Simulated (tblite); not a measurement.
# BH5HfO3: the cost of one run

Programs: tblite 0.8.0 and PySCF 2.14.0. All values are calculated, for the isolated system unless a continuum is named. Atoms count from 0, parts from 1.

## Step 1: Starting point

10 atoms, charge 0, multiplicity 1; geometry: distance geometry start.

## Step 2: Geometry optimisation with GFN2-xTB

Job settings and geometry (Å):

```
{"job": {"kind": "relax", "xc": "GFN2-xTB", "basis": "xTB"}, "charge": 0, "multiplicity": 1}
O      1.696860    -2.423590    -0.102167
Hf     0.698897    -0.632118    -0.270974
O     -0.748327    -0.757060    -1.731702
O      2.083553     0.843332    -0.790636
B     -0.241836    -0.148155     1.669208
H      2.523703    -2.588318     0.359678
H     -1.068937    -0.029071    -2.257472
H      2.326644     1.586139    -0.194087
H     -0.234191     0.978931     1.962286
H     -0.037016    -0.883753     2.550987
```

Level: GFN2-xTB geometry optimisation, gas phase.

On the command line:

```console
OMP_NUM_THREADS=1 python cluster_run.py task.json out
```

One launch serves the whole session: the jobs run in the order shown.

Q: Estimate the wall time of this first job on 1 thread of Arm Neoverse V1, shared host.

About 1.3 s.
